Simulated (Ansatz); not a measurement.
# TaAl2O4: the cost of one run

Computed with Ansatz 0.2.0 (DFT PBE, scalar-relativistic, plane waves, PAW, unless a step's input says otherwise).

**1. The starting structure**

Symmetry: P4/mmm, No. 123, tetragonal system. Conventional cell: a = 5.168 Å, b = 5.168 Å, c = 2.584 Å, α = 90.00°, β = 90.00°, γ = 90.00°. Ta (site symmetry 4/mmm) is surrounded by 8 O at 2.24 Å. Al (site symmetry mmm) is surrounded by 8 O at 2.24 Å. Around O (site symmetry m2m) lie 4 Al at 2.24 Å and 2 Ta at 2.24 Å.

As a file:

```
Ta Al O
1.0
     5.16779    0.00000    0.00000
     0.00000    5.16779    0.00000
     0.00000    0.00000    2.58390
Ta Al O
1 2 4
Cartesian
  0.0000 0.0000 0.0000
  0.0000 2.5839 0.0000
  2.5839 0.0000 0.0000
  1.2919 3.8758 1.2919
  1.2919 1.2919 1.2919
  3.8758 3.8758 1.2919
  3.8758 1.2919 1.2919
```

A structure generator made this guess: ordered mixture with vacancies on the cation sites of caesium chloride (P4/mmm, No. 123). The dimensions are guesses.

**2. Probe: one point on a coarse mesh**

input.yaml

```yaml
crystal:
  lattice:
    - [5.16779469, 0.0, 0.0]
    - [0.0, 5.16779469, 0.0]
    - [0.0, 0.0, 2.58389734]
  atoms:
    - { symbol: Ta, position: [0.0, 0.0, 0.0] }
    - { symbol: Al, position: [0.0, 0.5, 0.0] }
    - { symbol: Al, position: [0.5, 0.0, 0.0] }
    - { symbol: O, position: [0.25, 0.75, 0.5] }
    - { symbol: O, position: [0.25, 0.25, 0.5] }
    - { symbol: O, position: [0.75, 0.75, 0.5] }
    - { symbol: O, position: [0.75, 0.25, 0.5] }
basis:
  ecutwfc: 420
kpoints:
  mp_grid: { grid: [4, 4, 6] }
hamiltonian:
  xc: pbe
scf:
  occupations: { method: gaussian, width: 0.1 }
  lower_state_search: "off"
output:
  forces: true
  stress: true
  eigenvalues: true
```

The run is started by

```sh
> ansatz run input.yaml --threads 1 --pin off --max-ram 2048MiB --backend cpu --events-out ev --progress --plain --runs-dir out
```

What time and memory should one allow on 1 thread of Arm Neoverse V1, shared host?

About 3.1 s, with a peak of 0.33 GiB.
